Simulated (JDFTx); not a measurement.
# Cu3O2 (I4/mmm) in JDFTx: reference runs

How does Cu3O2 come out in PBEsol? The cell is run as given.

Program: JDFTx 1.7.0 (patched build). These are calculated values, not measurements. Logs are shortened: lines on timing, memory, paths and dates and some standing lists are left out, and cuts for length are marked. The log counts tension as positive stress, the text compression.

## 1. Starting point

It takes space group I4/mmm (No. 139, tetragonal). Conventional cell: a = 4.046 Å, b = 4.046 Å, c = 7.347 Å, α = 90.00°, β = 90.00°, γ = 90.00°. Cu (site symmetry 4/mmm) is surrounded by 4 O at 2.02 Å. Cu (site symmetry -4m2) is surrounded by 2 O at 1.84 Å. O (site symmetry mmm) has 4 Cu at 1.84 to 2.02 Å as nearest neighbours.

The cell comes from a database or a generator and needn't be the stable form of this composition.

## 2. Single point, PBEsol

Input file Cu3O2.in:

```
lattice \
   -3.8228819350     3.8228819350     3.8228819350 \
    3.8228819350    -3.8228819350     3.8228819350 \
    6.9421300168     6.9421300168    -6.9421300168
coords-type Lattice
ion Cu     0.0000000000     0.0000000000     0.0000000000 1
ion Cu     0.7500000000     0.2500000000     0.5000000000 1
ion Cu     0.2500000000     0.7500000000     0.5000000000 1
ion O      0.5000000000     0.0000000000     0.5000000000 1
ion O      0.0000000000     0.5000000000     0.5000000000 1

ion-species pseudo/Cu.upf
ion-species pseudo/O.upf
elec-cutoff 46 368
elec-ex-corr gga-PBEsol
kpoint-folding 9 9 9
elec-smearing Fermi 0.0018374661
elec-n-bands 44
electronic-SCF nIterations 100 energyDiffThreshold 1e-09
electronic-minimize nIterations 30 energyDiffThreshold 1e-7
converge-empty-states yes
forces-output-coords Cartesian

dump-name run.$VAR
dump End Ecomponents EigStats BandEigs Kpoints Forces Stress
```

Potentials or basis: PseudoDojo-SR-PBEsol-0.4.1-standard with smoothed tails.

The run is started by

```bash
jdftx -c 1 -i Cu3O2.in -o Cu3O2.out
```

Standard output:

```text
*************** JDFTx 1.7.0 (patched build) ***************

Input parsed successfully to the following command list (including defaults):
[... the input with its defaults ...]

---------- Setting up symmetries ----------

Non-trivial transmission matrix:
[   1   0   0  ]
[   0   1   0  ]
[   1   1   1  ]
with reduced lattice vectors:
[      0.000000      7.645764      3.822882  ]
[      7.645764      0.000000      3.822882  ]
[      0.000000      0.000000     -6.942130  ]

Found 16 point-group symmetries of the bravais lattice
Found 16 space-group symmetries with basis
Applied RMS atom displacement 0 bohrs to make symmetries exact.

---------- Initializing the Grid ----------
R =
[     -3.82288      3.82288      3.82288  ]
[      3.82288     -3.82288      3.82288  ]
[      6.94213      6.94213     -6.94213  ]
unit cell volume = 405.821
G =
[ 1.89677e-17   0.821786    0.45254  ]
[   0.821786 1.89677e-17    0.45254  ]
[   0.821786   0.821786 6.61606e-18  ]
Minimum fftbox size, Smin = [  76  76  76  ]
Chosen fftbox size, S = [  80  80  80  ]

---------- Initializing tighter grid for wavefunction operations ----------
R =
[     -3.82288      3.82288      3.82288  ]
[      3.82288     -3.82288      3.82288  ]
[      6.94213      6.94213     -6.94213  ]
unit cell volume = 405.821
G =
[ 1.89677e-17   0.821786    0.45254  ]
[   0.821786 1.89677e-17    0.45254  ]
[   0.821786   0.821786 6.61606e-18  ]
Minimum fftbox size, Smin = [  56  56  56  ]
Chosen fftbox size, S = [  56  56  56  ]

---------- Exchange Correlation functional ----------
Initalized PBEsol GGA exchange.
Initalized PBEsol GGA correlation.

---------- Setting up pseudopotentials ----------
Width of ionic core gaussian charges (only for fluid interactions / plotting) set to 0

Reading pseudopotential file 'pseudo/Cu.upf':
  'Cu' pseudopotential, 'PBESOL' functional
  Generated using ONCVPSP code by D. R. Hamann
  19 valence electrons, 4 orbitals, 6 projectors, 1001 radial grid points, with lMax = 2
    3S    l: 0   occupation:  2.0   eigenvalue: -4.204292
    3P    l: 1   occupation:  6.0   eigenvalue: -2.645923
    3D    l: 2   occupation: 10.0   eigenvalue: -0.185942
    4S    l: 0   occupation:  1.0   eigenvalue: -0.169360
  Core radius for overlap checks: 1.70 bohrs.

Reading pseudopotential file 'pseudo/O.upf':
  'O' pseudopotential, 'PBESOL' functional
  Generated using ONCVPSP code by D. R. Hamann
  6 valence electrons, 2 orbitals, 5 projectors, 936 radial grid points, with lMax = 2
    2S    l: 0   occupation:  2.0   eigenvalue: -0.874950
    2P    l: 1   occupation:  4.0   eigenvalue: -0.329796
  Core radius for overlap checks: 1.39 bohrs.

Initialized 2 species with 5 total atoms.

Folded 1 k-points by 9x9x9 to 729 k-points.

---------- Setting up k-points, bands, fillings ----------
Reduced to 75 k-points under symmetry.
Computing the number of bands and number of electrons
Calculating initial fillings.
nElectrons:  69.000000   nBands: 44   nStates: 75

----- Setting up reduced wavefunction bases (one per k-point) -----
average nbasis = 6047.000 , ideal nbasis = 6047.352

---------- Setting up ewald sum ----------
Optimum gaussian width for ewald sums = 2.259876 bohr.
Real space sum over 1331 unit cells with max indices [  5  5  5  ]
Reciprocal space sum over 3375 terms with max indices [  7  7  7  ]

---------- Allocating electronic variables ----------
Initializing wave functions:  linear combination of atomic orbitals
Note: number of bands (44) exceeds available atomic orbitals (38)
Cu pseudo-atom occupations:   s ( 2 1 )  p ( 6 )  d ( 10 )
O pseudo-atom occupations:   s ( 2 )  p ( 4 )
	FillingsUpdate:  mu: +0.622123016  nElectrons: 69.000000
LCAOMinimize: Iter:   0  F: -587.4091784132755265  |grad|_K:  4.971e-03  alpha:  1.000e+00
	FillingsUpdate:  mu: +0.437335864  nElectrons: 69.000000
LCAOMinimize: Iter:   1  F: -588.0110903866592480  |grad|_K:  1.156e-03  alpha:  2.694e-01  linmin: -1.175e-01  cgtest:  3.120e-01
LCAOMinimize: Encountered beta<0, resetting CG.
[... 12 lines of inner loops ...]
LCAOMinimize: 	Predicted alpha/alphaT>3.000000, increasing alphaT to 7.264267e-01.
	FillingsUpdate:  mu: +0.412852227  nElectrons: 69.000000
LCAOMinimize: Iter:   8  F: -588.0323834516634633  |grad|_K:  1.929e-07  alpha:  8.036e-01  linmin:  7.984e-05  cgtest: -8.778e-04
LCAOMinimize: Converged (|Delta F|<1.000000e-06 for 2 iters).

-------- Electronic minimization -----------
Will mix electronic density at each iteration.
	FillingsUpdate:  mu: +0.412852227  nElectrons: 69.000000
	FillingsUpdate:  mu: +0.404948214  nElectrons: 69.000000
SCF: Cycle:  0   F: -588.159933210309077   dF: -1.275e-01   |Residual|: 2.183e-01   |deigs|: 5.637e-02
	FillingsUpdate:  mu: +0.400458236  nElectrons: 69.000000
SCF: Cycle:  1   F: -588.188003849409483   dF: -2.807e-02   |Residual|: 1.287e-01   |deigs|: 2.035e-02
	FillingsUpdate:  mu: +0.394433714  nElectrons: 69.000000
SCF: Cycle:  2   F: -588.205032461441874   dF: -1.703e-02   |Residual|: 5.560e-02   |deigs|: 1.241e-02
	FillingsUpdate:  mu: +0.395166849  nElectrons: 69.000000
SCF: Cycle:  3   F: -588.204795622608913   dF: +2.368e-04   |Residual|: 5.083e-02   |deigs|: 4.630e-03
	FillingsUpdate:  mu: +0.395783641  nElectrons: 69.000000
SCF: Cycle:  4   F: -588.207707882205227   dF: -2.912e-03   |Residual|: 9.314e-03   |deigs|: 2.857e-03
	FillingsUpdate:  mu: +0.395440551  nElectrons: 69.000000
SCF: Cycle:  5   F: -588.207750287463909   dF: -4.241e-05   |Residual|: 2.744e-03   |deigs|: 4.509e-04
	FillingsUpdate:  mu: +0.395528878  nElectrons: 69.000000
SCF: Cycle:  6   F: -588.207751722970784   dF: -1.436e-06   |Residual|: 1.037e-03   |deigs|: 1.003e-04
	FillingsUpdate:  mu: +0.395687489  nElectrons: 69.000000
SCF: Cycle:  7   F: -588.207752382716990   dF: -6.597e-07   |Residual|: 4.326e-04   |deigs|: 1.616e-04
	FillingsUpdate:  mu: +0.395716842  nElectrons: 69.000000
SCF: Cycle:  8   F: -588.207752571021956   dF: -1.883e-07   |Residual|: 1.296e-04   |deigs|: 4.099e-05
	FillingsUpdate:  mu: +0.395728076  nElectrons: 69.000000
SCF: Cycle:  9   F: -588.207752614509559   dF: -4.349e-08   |Residual|: 5.177e-05   |deigs|: 2.195e-05
	FillingsUpdate:  mu: +0.395726779  nElectrons: 69.000000
SCF: Cycle: 10   F: -588.207752627662671   dF: -1.315e-08   |Residual|: 2.939e-05   |deigs|: 1.654e-05
	FillingsUpdate:  mu: +0.395729773  nElectrons: 69.000000
SCF: Cycle: 11   F: -588.207752632663073   dF: -5.000e-09   |Residual|: 1.358e-05   |deigs|: 2.931e-05
	FillingsUpdate:  mu: +0.395729721  nElectrons: 69.000000
SCF: Cycle: 12   F: -588.207752634466488   dF: -1.803e-09   |Residual|: 8.477e-06   |deigs|: 1.745e-05
	FillingsUpdate:  mu: +0.395729963  nElectrons: 69.000000
SCF: Cycle: 13   F: -588.207752635112456   dF: -6.460e-10   |Residual|: 3.842e-06   |deigs|: 1.448e-05
	FillingsUpdate:  mu: +0.395729754  nElectrons: 69.000000
SCF: Cycle: 14   F: -588.207752635346651   dF: -2.342e-10   |Residual|: 3.658e-06   |deigs|: 1.227e-04
SCF: Converged (|Delta E|<1.000000e-09 for 2 iters).

Setting wave functions to eigenvectors of Hamiltonian
Converging empty states (this may take a while): |deigs|: 2.284e-04

# Stress tensor in Cartesian coordinates [Eh/a0^3]:
[   0.00017286            0            0  ]
[            0   0.00017286            0  ]
[            0            0  0.000311009  ]

# Ionic positions in lattice coordinates:
ion Cu   0.000000000000000   0.000000000000000   0.000000000000000 1
ion Cu   0.750000000000000   0.250000000000000   0.500000000000000 1
ion Cu   0.250000000000000   0.750000000000000   0.500000000000000 1
ion O   0.500000000000000   0.000000000000000   0.500000000000000 1
ion O   0.000000000000000   0.500000000000000   0.500000000000000 1

# Forces in Cartesian coordinates:
force Cu   0.000000000000000  -0.000000000000000   0.000000000000000 1
force Cu  -0.000000000000000  -0.000000000000000   0.000000000000000 1
force Cu   0.000000000000000   0.000000000000000   0.000000000000000 1
force O   0.000000000000000   0.000000000000000   0.000000000000000 1
force O  -0.000000000000000   0.000000000000000  -0.000000000000000 1

# Energy components:
   Eewald =     -338.0120347498012734
       EH =      216.4131464174282655
     Eloc =     -579.6500853615247024
      Enl =     -105.7102909488104103
      Exc =      -77.4418952821930020
 Exc_core =       13.0305093086715900
       KE =      283.1635334663997128
-------------------------------------
     Etot =     -588.2071171498297417
       TS =        0.0006354855169500
-------------------------------------
        F =     -588.2077526353466510

IonicMinimize: Iter:   0  F: -588.207752635346651  |grad|_K:        nan
IonicMinimize: None of the convergence criteria satisfied after 0 iterations.

#--- Lowdin population analysis ---
# oxidation-state Cu +0.881 +0.666 +0.666
# oxidation-state O -0.915 -0.915

Dumping 'run.eigStats' ...
	eMin: -3.725510 at state 0 ( [ +0.000000 +0.000000 +0.000000 ] spin 0 )
	HOMO: +0.395187 at state 2 ( [ +0.000000 +0.000000 +0.222222 ] spin 0 )
	mu  : +0.395730
	LUMO: +0.395915 at state 42 ( [ +0.111111 -0.444444 -0.333333 ] spin 0 )
	eMax: +1.001953 at state 54 ( [ +0.222222 +0.222222 +0.222222 ] spin 0 )
	HOMO-LUMO gap: +0.000729
	Optical gap  : +0.014048 at state 7 ( [ +0.000000 +0.111111 +0.222222 ] spin 0 )
Done!
```

Run time: 25 min. Hardware: 1 thread of Arm Neoverse V1, shared host; peak memory 0.95 GiB.

What came out:

| Property | Result |
| --- | --- |
| Free energy | -16005.9483 eV |
| Pressure | -6.4 GPa |
| Band gap on the k mesh | none (metal or under the smearing width) |
| Loewdin charges | Cu +0.88, +0.67; O -0.92 e |

Caveat: the atomic charges don't sum to the cell's charge; an odd number of electrons without spin polarisation forces a metal; a magnetic or distorted state may lie lower; the run has no spin polarisation, though such a crystal can be magnetic; semilocal functionals often make such compounds metallic where correlation or magnetic order opens a gap, which also shifts bond lengths. With open d or f shells a metallic result of PBEsol can be an artefact of self-interaction; +U or a hybrid may open a gap.
